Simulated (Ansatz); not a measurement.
# W2C3: the cost of one run

Computed with Ansatz 0.2.0 (DFT PBE, scalar-relativistic, plane waves, PAW, unless a step names another level, unless a step's input says otherwise).

7 further runs of the same task are left out: 5 that didn't finish, 2 set aside as unsound or not needed.

### Step 1. The system as given

Symmetry: P6_3/mmc, No. 194, hexagonal system. The conventional cell has a = 2.956 Å, b = 2.956 Å, c = 12.829 Å, α = 90.00°, β = 90.00°, γ = 120.00°. W (site symmetry 3m) is surrounded by 7 C at 2.14 to 2.26 Å. Around C (site symmetry 3m) lie 3 C at 1.97 Å and 4 W at 2.14 to 2.26 Å. C (site symmetry -6m2) is surrounded by 6 W at 2.23 Å.

Coordinates:

```
W C
1.0
     2.95576    0.00000    0.00000
    -1.47788    2.55976    0.00000
     0.00000    0.00000   12.82857
W C
4 6
Direct
  0.66667 0.33333 0.63825
  0.66667 0.33333 0.86175
  0.33333 0.66667 0.36175
  0.33333 0.66667 0.13825
  0.66667 0.33333 0.46183
  0.33333 0.66667 0.53817
  0.33333 0.66667 0.75000
  0.33333 0.66667 0.96183
  0.66667 0.33333 0.03817
  0.66667 0.33333 0.25000
```

It came out lowest among 25 distinct ends of the trial cells. At a tolerance of 0.05 Å it has space group P6_3/mmc (No. 194).

### Step 2. A stricter relaxation, on the response runs' mesh and smearing

File input.yaml:

```yaml
crystal:
  lattice:
    - [2.9557588905, 0.0, 0.0]
    - [-1.4778794453, 2.5597622866, 0.0]
    - [0.0, 0.0, 12.8285680541]
  atoms:
    - { symbol: W, position: [0.6666666667, 0.3333333333, 0.6382540613] }
    - { symbol: W, position: [0.6666666667, 0.3333333333, 0.8617459387] }
    - { symbol: W, position: [0.3333333333, 0.6666666667, 0.3617459387] }
    - { symbol: W, position: [0.3333333333, 0.6666666667, 0.1382540613] }
    - { symbol: C, position: [0.6666666667, 0.3333333333, 0.4618258624] }
    - { symbol: C, position: [0.3333333333, 0.6666666667, 0.5381741376] }
    - { symbol: C, position: [0.3333333333, 0.6666666667, 0.75] }
    - { symbol: C, position: [0.3333333333, 0.6666666667, 0.9618258624] }
    - { symbol: C, position: [0.6666666667, 0.3333333333, 0.0381741376] }
    - { symbol: C, position: [0.6666666667, 0.3333333333, 0.25] }
basis:
  ecutwfc: 420
kpoints:
  mp_grid: { grid: [12, 12, 4] }
hamiltonian:
  xc: pbe
scf:
  occupations: { method: gaussian, width: 0.1 }
output:
  forces: true
  stress: true
  eigenvalues: true
relax:
  adjacent_minimum: "off"
  f_tol: 0.001
  max_steps: 60
  cell: { stress_tol: 0.01 }
```

On the command line:

```sh
$ ansatz run input.yaml --threads 3 --pin off --max-ram 7680MiB --backend cpu --events-out ev --progress --plain --runs-dir out
```

What time and memory should one allow on 3 threads of Intel Xeon Platinum 8259CL at 2.50GHz (Skylake/Cascade Lake), shared host?

About 35 s, with a peak of 0.62 GiB.
